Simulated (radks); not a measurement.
# Polarisabilities and dispersion coefficients of He, Li⁺, Be²⁺ and others

One table from this session's results is given with a row withheld; the runs are named, their logs left out.

Program: radks (a radial shooting solver on a logarithmic mesh, Libxc functionals) version 1. Level of theory: non-relativistic Kohn-Sham, LDA (Slater exchange, Perdew-Wang correlation), spin-polarised, spherical densities, point nucleus. These are calculated values, not measurements, unless marked.

**What is computed**

```
species : He ([He]), Li⁺ ([He]), Be²⁺ ([He]), B³⁺ ([He]), C⁴⁺ ([He]), N⁵⁺ ([He]), O⁶⁺ ([He]), F⁷⁺ ([He]), Ne⁸⁺ ([He])
```

Set-up of the first run:

Settings of this run:

```text
Z 2
configuration [He]
relativity non-relativistic
functional lda,pw
spin polarised
nucleus point
response adiabatic LDA kernel
```

Among the steps run: He, [He]; Li⁺, [He]; Be²⁺, [He]; B³⁺, [He]; C⁴⁺, [He]; N⁵⁺, [He]; O⁶⁺, [He]; F⁷⁺, [He]; Ne⁸⁺, [He].

One of the session's tables, all rows but one given; the rest of the session is left out.

```
species  −ε(HOMO) (eV)  α (bohr³)  α uncoupled (bohr³)  C6 (hartree bohr⁶)  C8 (hartree bohr⁸)
     He         15.517      1.659                1.809               1.866               21.47
    Li⁺         59.591     0.2150               0.2298             0.09117              0.3330
   Be²⁺         130.78    0.05667              0.05971             0.01254             0.02222
    B³⁺         229.13    0.02094              0.02185            0.002840            0.002962
    C⁴⁺         354.65   0.009450             0.009797           0.0008665           0.0005943
    N⁵⁺              ?          ?                    ?                   ?                   ?
    O⁶⁺         687.27   0.002759             0.002836           0.0001356           4.851e-05
    F⁷⁺         894.38   0.001678             0.001719           6.328e-05           1.756e-05
   Ne⁸⁺         1128.7   0.001078             0.001102           3.234e-05           7.249e-06
```

**Question.** Estimate the row for N⁵⁺.

As computed: −ε(HOMO) (eV): 507.37; α (bohr³): 0.004870; α uncoupled (bohr³): 0.005024; C6 (hartree bohr⁶): 0.0003212; C8 (hartree bohr⁸): 0.0001551. In the column «−ε(HOMO) (eV)» it lies between C⁴⁺ (354.65) and O⁶⁺ (687.27).

Uncoupled leaves out the potential induced by the response; He is the most polarisable and Ne⁸⁺ the least, a factor 1539 apart. C8 is given only where no p, d or f shell is open.
